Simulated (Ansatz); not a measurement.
# Lu3Si under changes of volume

One of the cells (23.877 Å³/atom); the others are scaled copies at fixed shape and fractional positions:

```
Lu Si
1.0
    -2.19457    2.19457    4.95772
     2.19457   -2.19457    4.95772
     2.19457    2.19457   -4.95772
Lu Si
3 1
Direct
  0.50000 0.50000 0.00000
  0.25000 0.75000 0.50000
  0.75000 0.25000 0.50000
  0.00000 0.00000 0.00000
```

The cell comes from a database or a generator and needn't be the stable form of this composition.

* Program: Ansatz 0.2.0
* Functional: PBE
* Potentials or basis: Ansatz PAW
* Cutoff: 420 eV (not typed: the program's choice for these potentials)
* k mesh: 9 × 9 × 9
* Occupations: fermi-dirac, width 0.05 eV
* Spin: no spin polarisation

```tsv
volume (Å³/atom)	energy over the lowest point (meV/atom)	pressure (GPa)
22.444	11.31	3.4
22.922	3.56	1.9
23.399	0.00	0.5
23.877	0.29	-0.7
24.355	4.07	-1.8
24.832	11.04	-2.8
25.310	?	?
```

Problem. What does the run at 25.310 Å³/atom give?

Solution. Energy over the lowest point 20.91 meV/atom; pressure -3.7 GPa.

Worked out: A Birch-Murnaghan fit of order 3 (a polynomial in V^(-2/3)) to the other rows has its minimum at 23.60 Å³/atom with B0 = V·E''(V) = 61 GPa and B' = 3.5 at fixed shape and positions, which overstates the stiffness. It gives 20.95 meV/atom at 25.310 Å³/atom, against the run's 20.91, and -dE/dV = -3.8 GPa, against -3.7.

Energies are extrapolated to zero smearing.
